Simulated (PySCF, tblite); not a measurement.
# AsH11O3Si4, a small molecule taken as a stand-in for a surface group (silica-backed Si): NMR shifts, core binding energies and electronic excitations, part 1 of 2

Aim: the NMR shifts, core binding energies and electronic excitations of `[SiH3]O[Si]([AsH2])(O[SiH3])O[SiH3]`.

Programs: tblite 0.8.0 and PySCF 2.14.0. All values are calculated, for the isolated system unless a continuum is named. Atoms count from 0, parts from 1.

### Step 1. The system as given

19 atoms, charge 0, multiplicity 1; geometry: distance geometry start.

### Step 2. Relaxing the cluster with GFN2-xTB

What the job is given:

```
{"job": {"kind": "relax", "xc": "GFN2-xTB", "basis": "xTB"}, "charge": 0, "multiplicity": 1}
Si    -0.254831     1.384241    -3.401637
O     -0.567445     0.104990    -2.221048
Si    -0.508829     0.310183    -0.457889
O      1.185637     0.615305     0.006788
Si     2.523458    -0.528102    -0.137726
O     -1.506735     1.648530     0.044379
Si    -3.281023     1.666488    -0.016182
As    -1.219356    -1.616440     0.567515
H     -1.384327     2.258491    -3.456698
H     -0.037583     0.785788    -4.674301
H      0.865296     2.121306    -3.029935
H      2.004510    -1.783715    -0.636602
H      3.118706    -0.722145     1.141091
H      3.487030    -0.036647    -1.047524
H     -3.761775     2.957796     0.274819
H     -3.778715     0.769936     0.975890
H     -3.742009     1.254552    -1.282446
H     -0.643219    -1.906267     1.925538
H     -1.449964    -2.817327    -0.322749
```

With the program's defaults for keys left out, this is: GFN2-xTB geometry optimisation, gas phase.

Launch:

```sh
$ OMP_NUM_THREADS=1 python cluster_run.py task.json out
```

One launch serves the whole session: the jobs run in the order shown.

The program printed:

```text
step      E/eV     max force
  0    -743.33556    3.390
  1    -744.24740    3.109
  2    -745.12243    2.029
  3    -745.36138    1.389
  4    -745.71069    1.420
  5    -745.88204    1.210
  6    -746.04510    1.180
  7    -746.14652    0.889
  8    -746.22116    0.877
  9    -746.26498    0.650
 10    -746.32337    0.723
 11    -746.37844    0.655
 12    -746.44193    0.620
 13    -746.47647    0.402
 14    -746.50574    0.497
 15    -746.52728    0.480
 16    -746.54778    0.415
 17    -746.56457    0.227
 18    -746.57487    0.235
 19    -746.58258    0.222
 20    -746.58988    0.221
 21    -746.59623    0.171
 22    -746.60340    0.276
 23    -746.61248    0.291
 24    -746.62260    0.267
 25    -746.63175    0.270
 26    -746.63853    0.193
 27    -746.64369    0.233
 28    -746.64921    0.191
 29    -746.65551    0.285
 30    -746.66238    0.378
 31    -746.66956    0.347
 32    -746.67522    0.198
 33    -746.67894    0.127
 34    -746.68157    0.107
 35    -746.68441    0.184
 36    -746.68908    0.262
 37    -746.69485    0.261
 38    -746.69961    0.151
 39    -746.70226    0.128
 40    -746.70420    0.126
 41    -746.70718    0.198
 42    -746.71099    0.195
 43    -746.71395    0.133
 44    -746.71521    0.071
 45    -746.71605    0.079
 46    -746.71689    0.070
 47    -746.71935    0.076
 48    -746.72078    0.073
 49    -746.72204    0.073
 50    -746.72285    0.079
 51    -746.72387    0.077
 52    -746.72491    0.068
 53    -746.72609    0.080
 54    -746.72733    0.079
 55    -746.72858    0.065
 56    -746.72962    0.073
 57    -746.73040    0.072
 58    -746.73106    0.077
 59    -746.73188    0.075
 60    -746.73305    0.085
 61    -746.73444    0.101
 62    -746.73561    0.074
 63    -746.73631    0.048
 64    -746.73674    0.050
 65    -746.73714    0.049
 66    -746.73743    0.037
 67    -746.73757    0.023
 68    -746.73766    0.023
 69    -746.73777    0.027
 70    -746.73793    0.038
 71    -746.73813    0.034
 72    -746.73832    0.035
 73    -746.73847    0.036
 74    -746.73862    0.036
 75    -746.73880    0.037
 76    -746.73898    0.031
 77    -746.73915    0.027
 78    -746.73934    0.038
 79    -746.73960    0.059
 80    -746.73992    0.061
 81    -746.74025    0.040
 82    -746.74050    0.044
 83    -746.74071    0.054
 84    -746.74095    0.048
 85    -746.74125    0.042
 86    -746.74157    0.034
 87    -746.74187    0.046
 88    -746.74214    0.064
 89    -746.74237    0.050
 90    -746.74255    0.029
 91    -746.74271    0.031
 92    -746.74290    0.054
 93    -746.74313    0.064
 94    -746.74334    0.047
 95    -746.74347    0.020
 96    -746.74355    0.018
 97    -746.74364    0.030
 98    -746.74375    0.041
 99    -746.74388    0.034
100    -746.74398    0.023
101    -746.74405    0.019
102    -746.74412    0.021
103    -746.74419    0.025
104    -746.74429    0.019
105    -746.74440    0.022
106    -746.74450    0.023
107    -746.74458    0.022
108    -746.74464    0.016
109    -746.74471    0.019
110    -746.74480    0.021
111    -746.74490    0.030
112    -746.74498    0.029
113    -746.74506    0.019
114    -746.74516    0.020
115    -746.74531    0.022
116    -746.74553    0.036
117    -746.74580    0.041
118    -746.74607    0.040
119    -746.74629    0.036
120    -746.74650    0.030
121    -746.74669    0.033
122    -746.74687    0.035
123    -746.74707    0.044
124    -746.74733    0.053
125    -746.74766    0.052
126    -746.74780    0.082
127    -746.74826    0.042
128    -746.74850    0.048
129    -746.74881    0.059
130    -746.74902    0.054
131    -746.74929    0.042
132    -746.74957    0.021
133    -746.74965    0.020
134    -746.74973    0.023
135    -746.74979    0.019
136    -746.74985    0.019
137    -746.74991    0.025
138    -746.74997    0.027
139    -746.75005    0.028
140    -746.75015    0.027
141    -746.75028    0.028
142    -746.75041    0.030
143    -746.75055    0.030
144    -746.75070    0.030
145    -746.75083    0.041
146    -746.75097    0.077
147    -746.75118    0.043
148    -746.75145    0.029
149    -746.75169    0.041
150    -746.75196    0.044
151    -746.75211    0.078
152    -746.75236    0.031
153    -746.75251    0.025
154    -746.75273    0.028
155    -746.75281    0.029
156    -746.75292    0.021
157    -746.75300    0.016
158    -746.75309    0.018
159    -746.75316    0.020
160    -746.75320    0.016
161    -746.75325    0.017
162    -746.75331    0.017
163    -746.75337    0.013
164    -746.75342    0.017
165    -746.75346    0.019
166    -746.75352    0.017
167    -746.75359    0.022
168    -746.75366    0.020
169    -746.75370    0.011
170    -746.75372    0.010
171    -746.75375    0.012
172    -746.75378    0.018
173    -746.75381    0.016
174    -746.75383    0.010
175    -746.75385    0.010
176    -746.75387    0.013
177    -746.75390    0.018
178    -746.75393    0.018
179    -746.75396    0.016
180    -746.75398    0.013
181    -746.75400    0.014
182    -746.75402    0.015
183    -746.75405    0.013
184    -746.75407    0.011
185    -746.75409    0.010
186    -746.75411    0.009
187    -746.75413    0.010
188    -746.75415    0.017
189    -746.75418    0.019
190    -746.75421    0.014
191    -746.75424    0.013
192    -746.75426    0.010
193    -746.75428    0.010
194    -746.75430    0.012
195    -746.75433    0.021
196    -746.75437    0.023
197    -746.75441    0.015
198    -746.75444    0.011
199    -746.75447    0.014
200    -746.75451    0.021
201    -746.75451    0.021
202    -746.75542    0.018
203    -746.75557    0.082
204    -746.75609    0.019
205    -746.75636    0.013
206    -746.75606    0.084
207    -746.75670    0.013
208    -746.75683    0.035
209    -746.75689    0.044
210    -746.75704    0.030
211    -746.75696    0.028
212    -746.75722    0.011
213    -746.75728    0.031
214    -746.75737    0.020
215    -746.75751    0.034
216    -746.75768    0.039
217    -746.75725    0.065
218    -746.75780    0.014
219    -746.75783    0.033
220    -746.75791    0.010
221    -746.75797    0.006
```

Run time: 12 s. Hardware: 1 thread of Intel Xeon 6975P-C, shared host.

Along the way:

```tsv
step	energy from step 0 (eV)	largest force (eV/Å)
0	0.0000	3.3894
9	-2.9294	0.6504
18	-3.2393	0.2350
27	-3.3081	0.2336
36	-3.3535	0.2623
45	-3.3805	0.0792
54	-3.3918	0.0792
63	-3.4008	0.0481
72	-3.4028	0.0350
81	-3.4047	0.0392
90	-3.4070	0.0293
99	-3.4083	0.0343
108	-3.4091	0.0164
117	-3.4102	0.0414
126	-3.4122	0.0818
135	-3.4142	0.0193
144	-3.4151	0.0302
153	-3.4170	0.0246
162	-3.4178	0.0168
171	-3.4182	0.0126
180	-3.4184	0.0126
189	-3.4186	0.0186
198	-3.4189	0.0108
207	-3.4211	0.0131
216	-3.4221	0.0386
221	-3.4224	0.0054
```

Close pairs (by a distance rule), those that changed most:

```tsv
bond	before (Å)	after (Å)	change (Å)
Si2–O3	1.783	1.619	-0.165
O5–Si6	1.775	1.618	-0.158
O1–Si2	1.776	1.627	-0.149
O3–Si4	1.766	1.618	-0.148
Si0–O1	1.769	1.624	-0.144
Si2–O5	1.743	1.621	-0.123
Si0–H10	1.391	1.463	+0.071
Si6–H16	1.409	1.464	+0.055
```

### Step 3. Optimising the geometry at PBE0-D3(BJ)/def2-SVP

What the job is given:

```
{"job": {"xc": "PBE0", "basis": "def2-SVP", "d3": "d3bj", "grid": 2, "kind": "geom", "shake": 0.01}, "charge": 0, "multiplicity": 1}
Si     0.225629     0.949369    -2.424696
O     -0.155992    -0.182651    -1.343829
Si    -0.198624    -0.357533     0.266584
O      1.331519    -0.063386     0.867564
Si     2.816939    -0.601418     0.706954
O     -1.053916     0.854908     0.916578
Si    -2.592447     1.303582     0.897541
As    -1.060847    -2.419112     0.635210
H     -0.564714     2.189412    -2.115336
H     -0.213745     0.323243    -3.659731
H      1.632283     1.246422    -2.373485
H      2.825329    -2.046925     0.935509
H      3.480396     0.147026     1.764616
H      3.291973    -0.284848    -0.619863
H     -2.592224     2.460781     1.773324
H     -3.406560     0.202477     1.421061
H     -2.998925     1.622106    -0.479935
H     -1.051912    -2.241959     2.140641
H      0.264917    -3.103681     0.719501
```

The program printed:

```text
step   0  E = -3624.54448798  max force = 0.066412
step   1  E = -3624.56687342  max force = 0.014121
step   2  E = -3624.56939136  max force = 0.004635
step   3  E = -3624.56960300  max force = 0.001419
step   4  E = -3624.56977907  max force = 0.001959
step   5  E = -3624.56993526  max force = 0.003396
step   6  E = -3624.57010230  max force = 0.003252
step   7  E = -3624.57018236  max force = 0.001429
step   8  E = -3624.57020853  max force = 0.000714
step   9  E = -3624.57021843  max force = 0.000706
step  10  E = -3624.57022396  max force = 0.000636
step  11  E = -3624.57022733  max force = 0.000305
optimisation converged
```

Run time: 4.4 min. Hardware: 1 thread of Intel Xeon 6975P-C, shared host; peak memory 1.4 GiB.

Step by step:

```tsv
step	energy from step 0 (eV)	largest force component (eV/Å)
0	0.0000	3.4150
1	-0.6091	0.7261
2	-0.6777	0.2383
3	-0.6834	0.0730
4	-0.6882	0.1007
5	-0.6925	0.1746
6	-0.6970	0.1672
7	-0.6992	0.0735
8	-0.6999	0.0367
9	-0.7002	0.0363
10	-0.7003	0.0327
11	-0.7004	0.0157
```

Distances of close pairs at the start and the end, largest changes first:

```tsv
bond	before (Å)	after (Å)	change (Å)
Si2–As7	2.265	2.346	+0.081
O3–Si4	1.588	1.659	+0.071
O5–Si6	1.603	1.659	+0.057
Si0–H10	1.439	1.493	+0.055
Si0–O1	1.611	1.664	+0.053
Si4–H13	1.444	1.493	+0.049
Si6–H14	1.451	1.489	+0.038
Si0–H9	1.453	1.489	+0.036
```

The final coordinates are the input of the step that follows.

```tsv
at the end point	value
point group (found at 0.08 Å tolerance)	C1
rotational constants (GHz, main isotopes)	0.573, 0.557, 0.406
dipole moment (D)	0.55
```

### Step 4. Nuclear shieldings: PBE0/pcSseg-1

What the job is given:

```
{"job": {"kind": "nmr", "xc": "PBE0", "basis": "pcSseg-1"}, "charge": 0, "multiplicity": 1}
Si     0.195661     0.841905    -2.581221
O     -0.130892    -0.234256    -1.354742
Si    -0.213260    -0.377636     0.284989
O      1.275791    -0.127605     0.930996
Si     2.869931    -0.587407     0.910325
O     -1.186933     0.789881     0.903309
Si    -2.698947     1.471569     0.955501
As    -1.114685    -2.499491     0.721257
H     -0.674838     2.048647    -2.453798
H     -0.079103     0.160582    -3.876459
H      1.627664     1.262304    -2.529413
H      2.977243    -2.072269     1.040441
H      3.560488     0.066160     2.056058
H      3.510272    -0.164076    -0.370449
H     -2.699035     2.531327     2.001453
H     -3.715909     0.431279     1.294881
H     -3.036577     2.072658    -0.368778
H     -0.667982    -2.437985     2.178191
H      0.180191    -3.177726     0.285826
```

Level: GIAO PBE0/pcSseg-1 NMR shielding, non-relativistic, gas phase.

The program printed:

```text
coarse grid: 75712 points
cycle   1  E = -3624.8091838371  dE = -2.426e-01  |g| = 1.380e+00  |ddm| = 4.124e+00
cycle   2  E = -3624.3368840615  dE =  4.723e-01  |g| = 2.029e+00  |ddm| = 2.270e+00
cycle   3  E = -3625.0649098848  dE = -7.280e-01  |g| = 2.269e-01  |ddm| = 1.718e+00
cycle   4  E = -3625.0744397836  dE = -9.530e-03  |g| = 5.805e-02  |ddm| = 2.449e-01
cycle   5  E = -3625.0749192291  dE = -4.794e-04  |g| = 2.590e-02  |ddm| = 6.444e-02
cycle   6  E = -3625.0750367369  dE = -1.175e-04  |g| = 5.846e-03  |ddm| = 1.977e-02
cycle   7  E = -3625.0750425493  dE = -5.812e-06  |g| = 1.541e-03  |ddm| = 6.082e-03
final grid: 153496 points
cycle   8  E = -3625.0750919467  dE =  1.402e-07  |g| = 1.825e-03  |ddm| = 3.971e-03
cycle   9  E = -3625.0750913859  dE =  5.608e-07  |g| = 2.491e-03  |ddm| = 4.272e-03
cycle  10  E = -3625.0750927624  dE = -1.377e-06  |g| = 3.644e-04  |ddm| = 2.277e-03
cycle  11  E = -3625.0750927889  dE = -2.647e-08  |g| = 2.095e-05  |ddm| = 2.990e-04
cycle  12  E = -3625.0750927890  dE = -1.037e-10  |g| = 8.903e-06  |ddm| = 3.413e-05
converged SCF energy = -3625.0750927890

GIAO shielding tensors (ppm)
atom      isotropic    diamagn.    paramagn.     s11        s22        s33       span
  0 Si     391.101     879.638    -488.537    350.555    357.106    465.641    115.085
  1 O      265.533     403.157    -137.625    245.756    272.354    278.489     32.733
  2 Si     397.831     881.380    -483.549    370.099    396.602    426.792     56.693
  3 O      256.524     402.440    -145.916    199.767    260.896    308.909    109.142
  4 Si     392.879     879.073    -486.194    349.500    362.884    466.252    116.752
  5 O      264.548     402.053    -137.505    213.655    268.363    311.626     97.970
  6 Si     391.328     878.739    -487.411    349.661    358.490    465.832    116.170
  7 As    1960.695    2881.936    -921.241   1842.680   1952.489   2086.916    244.236
  8 H       26.038      29.963      -3.925     22.008     25.255     30.852      8.844
  9 H       26.321      28.592      -2.271     22.861     24.324     31.779      8.917
 10 H       26.052      29.979      -3.926     22.028     25.126     31.003      8.975
 11 H       26.174      28.844      -2.670     22.242     25.590     30.690      8.448
 12 H       26.299      28.157      -1.858     22.788     24.170     31.939      9.150
 13 H       26.110      29.485      -3.376     22.122     25.133     31.073      8.951
 14 H       26.280      28.026      -1.746     22.776     24.181     31.882      9.106
 15 H       26.201      28.331      -2.130     22.167     25.535     30.900      8.732
 16 H       26.091      29.114      -3.023     22.212     25.090     30.971      8.759
 17 H       29.533      30.239      -0.706     22.761     24.486     41.350     18.589
 18 H       29.348      30.977      -1.629     22.364     24.845     40.835     18.472
```

Wall time 44 s (1 thread of Intel Xeon 6975P-C, shared host); peak memory 1.5 GiB.

Shifts follow as δ = σ(reference) − σ, with reference shieldings (ppm) from runs at the same level and on the same kind of geometry: ¹H TMS 31.27, ²⁹Si TMS 352.0, ¹⁷O H2O 334.6, ⁷⁵As AsH3 1910. The references are single molecules in the gas phase, so shifts against H2O, NH3, PH3, H3PO4 or CFCl3 are not on the usual liquid scales and can be off by tens of ppm. Shifts against hydride references such as AlH4− lie on their own scale.

```tsv
atoms	environment	σ (ppm)	δ (ppm)
H8	hydrogen on a silicon bonded to O	26.04	5.23
H10	hydrogen on a silicon bonded to O	26.05	5.21
H16	hydrogen on a silicon bonded to O	26.09	5.18
H13	hydrogen on a silicon bonded to O	26.11	5.16
H11	hydrogen on a silicon bonded to O	26.17	5.09
H15	hydrogen on a silicon bonded to O	26.20	5.07
H14	hydrogen on a silicon bonded to O	26.28	4.99
H12	hydrogen on a silicon bonded to O	26.30	4.97
H9	hydrogen on a silicon bonded to O	26.32	4.95
H18	hydrogen on an arsenic bonded to Si	29.35	1.92
H17	hydrogen on an arsenic bonded to Si	29.53	1.73
Si0	silicon bonded to O, 3 H	391.1	-39.1
Si6	silicon bonded to O, 3 H	391.3	-39.3
Si4	silicon bonded to O, 3 H	392.9	-40.9
Si2	silicon bonded to As, 3 O	397.8	-45.8
O3	oxygen bonded to 2 Si	256.5	78.0
O5	oxygen bonded to 2 Si	264.5	70.0
O1	oxygen bonded to 2 Si	265.5	69.0
As7	arsenic bonded to Si, 2 H	1961	-50
```

The run also stored atomic charges by several schemes (e):

```tsv
atoms	Mulliken	IAO	Hirshfeld	ESP fit
Si0	0.70	0.85	0.39	0.53
O1	-0.77	-0.88	-0.32	-0.43
Si2	1.44	1.39	0.46	0.81
O3	-0.75	-0.87	-0.31	-0.53
Si4	0.70	0.85	0.39	0.60
O5	-0.75	-0.87	-0.31	-0.42
Si6	0.70	0.85	0.39	0.56
As7	-0.43	-0.08	0.04	-0.27
```

Mayer bond orders: Si0–O1 0.89, O1–Si2 0.90, Si2–O3 0.94, O3–Si4 0.90, Si2–O5 0.93, O5–Si6 0.90, Si2–As7 0.89.

(Continued in part 2 of 2.)
